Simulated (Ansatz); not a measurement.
Crystal: NbSi.

```
Nb Si
1.0
     3.15644    0.00000    0.00000
     0.00000    3.15644    0.00000
     0.00000    0.00000    3.15644
Nb Si
1 1
Direct
  0.00000 0.00000 0.00000
  0.50000 0.50000 0.50000
```

The cell was built by a generator and needn't be a form met in nature.

| Item | Value |
| --- | --- |
| Program | Ansatz 0.2.0 |
| Task | single point |
| Functional | PBE |
| Potentials or basis | Ansatz PAW |
| Cutoff | 420 eV (not typed: the program's choice for these potentials) |
| k mesh | 8 × 8 × 8 |
| Occupations | fermi-dirac, width 0.05 eV |
| Spin | no spin polarisation |

On this cell: pressure -0.1 GPa; largest force zero by symmetry; band gap on the k mesh none (metal or under the smearing width).

The same run follows on a disturbed copy (atoms moved at random, drawn with an rms of 0.05 Å):

```
Nb Si
1.0
     3.15644    0.00000    0.00000
     0.00000    3.15644    0.00000
     0.00000    0.00000    3.15644
Nb Si
1 1
Direct
  0.99188 0.99589 0.98416
  0.49287 0.51324 0.48712
```

**Question.** What does the disturbed cell give?

**Answer.** The energy (extrapolated to zero smearing) moves by +4.1 meV/atom; pressure 0.1 GPa; largest force 0.296 eV/Å; band gap on the k mesh none (metal or under the smearing width).

Forces in eV/Å, atoms in the order of the input:
```
Nb   0.017  0.291  0.050
Si  -0.017 -0.291 -0.050
```

Stress tensor (GPa, compression positive):
```
 0.32  0.02  0.00
 0.02 -0.31  0.07
 0.00  0.07  0.30
```
